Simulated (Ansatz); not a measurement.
What does this script print? It uses Ansatz 0.2.0, Python API.

`run_scan.py`:
```python
"""Potential curve of ClH4ISiSn along one bond."""

import ansatz
import numpy as np

BASIS = "def2-SVP"
XC = "PBE0"

geometry_ang = [
    ("Si", (-0.5504, 1.0517, 0.544)),
    ("Sn", (0.6061, -0.827, -0.5497)),
    ("Cl", (2.1737, -1.6847, 0.9383)),
    ("I", (-1.1143, -2.7664, -1.1927)),
    ("H", (-1.5957, 1.6268, -0.4213)),
    ("H", (-1.2719, 0.6403, 1.75)),
    ("H", (0.3942, 2.1512, 0.8837)),
    ("H", (1.4506, -0.2489, -2.008)),
]
molecule = ansatz.Crystal.molecule()
for symbol, xyz in geometry_ang:
    molecule = molecule.atom(symbol, xyz)

symbols = [site.symbol for site in molecule.cartesian_sites]
start = np.array([site.position_ang for site in molecule.cartesian_sites])
axis = (start[7] - start[1]) / np.linalg.norm(start[7] - start[1])
moving = [7]
lengths, energies = [1.51, 1.64, 1.78, 1.96, 2.23, 2.67, 3.21, 3.92], []
for length in lengths:
    xyz = start.copy()
    xyz[moving] += (length - np.linalg.norm(start[7] - start[1])) * axis
    point = ansatz.Crystal.molecule()
    for symbol, xyz in zip(symbols, xyz):
        point = point.atom(symbol, xyz.tolist())
    base = (
        point.calculation()
        .basis(gaussian=BASIS)
        .functional(XC)
        .scf(lower_state_search="off")
        .spin("collinear")
    )
    data = base.run(threads=1, backend="cpu").report
    energies.append(data["free_energy_ev"])
    print(f"r = {length:6.3f} A  E = {energies[-1]:.5f} eV  <S^2> = {abs(data['mean_field']['state']['spin_squared']):.3f}")

print("energy above the lowest point (eV):", [round(e - min(energies), 3) for e in energies])
```

Running `python run_scan.py` prints:
```text
r =  1.510 A  E = -34386.06833 eV  <S^2> = 0.000
r =  1.640 A  E = -34386.40901 eV  <S^2> = 0.000
r =  1.780 A  E = -34386.42631 eV  <S^2> = 0.000
r =  1.960 A  E = -34386.15426 eV  <S^2> = 0.000
r =  2.230 A  E = -34385.48687 eV  <S^2> = 0.000
r =  2.670 A  E = -34384.33401 eV  <S^2> = 0.000
r =  3.210 A  E = -34383.22590 eV  <S^2> = 0.000
r =  3.920 A  E = -34382.32663 eV  <S^2> = 0.000
energy above the lowest point (eV): [0.358, 0.017, 0.0, 0.272, 0.939, 2.092, 3.2, 4.1]
```

What to keep in mind:
- These settings explore the input space; basis and method may be short of convergence.
- The rest of the molecule is held rigid at a force-field or estimated start geometry, and the basis set is modest; single-reference methods fail as a bond breaks.
- def2 sets replace the cores of elements past krypton by effective core potentials.
- Wall time of the script: 21 s on 1 thread of AMD EPYC 9R45 96-Core Processor (Zen 5), with other jobs on the host, peak memory 0.42 GiB.

(Lines on the test bed's own set-up are left out of the output.)
